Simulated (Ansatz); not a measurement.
**MgGeH (sextet): from Hartree-Fock to the top rungs, cc-pVDZ**

Aim: climb from Hartree-Fock through coupled cluster for MgGeH (sextet) at one geometry and basis, and see what each rung misses.

Program: Ansatz 0.2.0, Gaussian basis. Level of theory: cc-pVDZ, core rule «outside noble gas», up to 19 orbitals frozen. These are calculated values, not measurements.

To be run: UHF; CCSD(T) on ROHF; CCSD(T) on UHF; BCCD(T) on ROHF; CISD; CCSDT(Q) on ROHF; CCSDT(Q) on UHF; CISDTQ; CCSDTQ on ROHF; CCSDTQ on UHF.

19 further runs of the same task are left out: 13 for a known fault of the program, 1 that didn't finish, 5 set aside as unsound or not needed.

## 1. The geometry

The geometry is a PBE0/def2-TZVP stationary point (not a proven minimum) of the parent state, kept for this charge and spin. No spin-orbit coupling is included. The filled d shell of Ge may be among the frozen orbitals whatever the setting's name suggests; the logs give the count.

3 atoms, charge 0, spin multiplicity 6.

Atoms are counted from 1 here; the program's logs count them from 0.

Bond lengths: Ge1–Mg2 2.494 Å, Ge1–H3 1.549 Å. Angles: Mg2–Ge1–H3 180.0°.

Coordinates:

```xyz
3
charge 0, multiplicity 6
Ge    0.0000    0.0000    0.3153
Mg    0.0000    0.0000   -2.1792
H     0.0000    0.0000    1.8639
```

## 2. UHF

in.yaml

```yaml
crystal:
  periodic: [false, false, false]
  atoms:
    - {symbol: Ge, position_ang: [0.000000, 0.000000, 0.315300]}
    - {symbol: Mg, position_ang: [0.000000, 0.000000, -2.179200]}
    - {symbol: H, position_ang: [0.000000, 0.000000, 1.863900]}
basis:
  gaussian: {orbitals: cc-pVDZ}
magnetization: {spin_polarized: true, initial_magnetization: 5}
hamiltonian: {xc: hf}
output: {orbitals: {seedname: orbitals}}
```

The run is started by

```sh
$ ansatz run in.yaml --threads 1 --pin off --events-out ev --progress --plain --max-ram 4096MiB --backend cpu
```

After this run come: CCSD(T) on ROHF; CCSD(T) on UHF; BCCD(T) on ROHF; CISD; CCSDT(Q) on ROHF; CCSDT(Q) on UHF; CISDTQ; CCSDTQ on ROHF; CCSDTQ on UHF.

Q: Predict the results of all the runs planned. Wanted: UCCSDTQ below the RHF energy; RMP2 from UCCSDTQ; UMP2 from UCCSDTQ; RCCSD from UCCSDTQ; RCCSD(T) from UCCSDTQ; UCCSD(T) from UCCSDTQ; RCCSDT(Q) from UCCSDTQ; UCCSDT(Q) from UCCSDTQ; T1 diagnostic.

As calculated:

| quantity | value |
| --- | --- |
| UCCSDTQ below the RHF energy | -2.2264 eV |
| RMP2 from UCCSDTQ | +647.8 meV |
| UMP2 from UCCSDTQ | +617.9 meV |
| RCCSD from UCCSDTQ | +100.3 meV |
| RCCSD(T) from UCCSDTQ | +41.6 meV |
| UCCSD(T) from UCCSDTQ | +20.3 meV |
| RCCSDT(Q) from UCCSDTQ | +21.4 meV |
| UCCSDT(Q) from UCCSDTQ | +0.3 meV |
| levels within 1 kcal/mol (43 meV) | RCCSD(T), UCCSD(T), BCCD(T), RCCSDT, UCCSDT, CISDTQ, RCCSDT(Q), UCCSDT(Q), RCCSDTQ |
| T1 diagnostic | 0.035 |

**Reading.** RCCSD(T) misses by +41.6 meV, 1.9 % of the correlation energy. CCSD(T) misses by +41.6 meV on the restricted determinant and by +20.3 meV on the unrestricted one; the two need not hold the same state or core. These misses are within one basis, not against nature; the frozen cores of restricted and unrestricted runs differ, which can shift their rows.
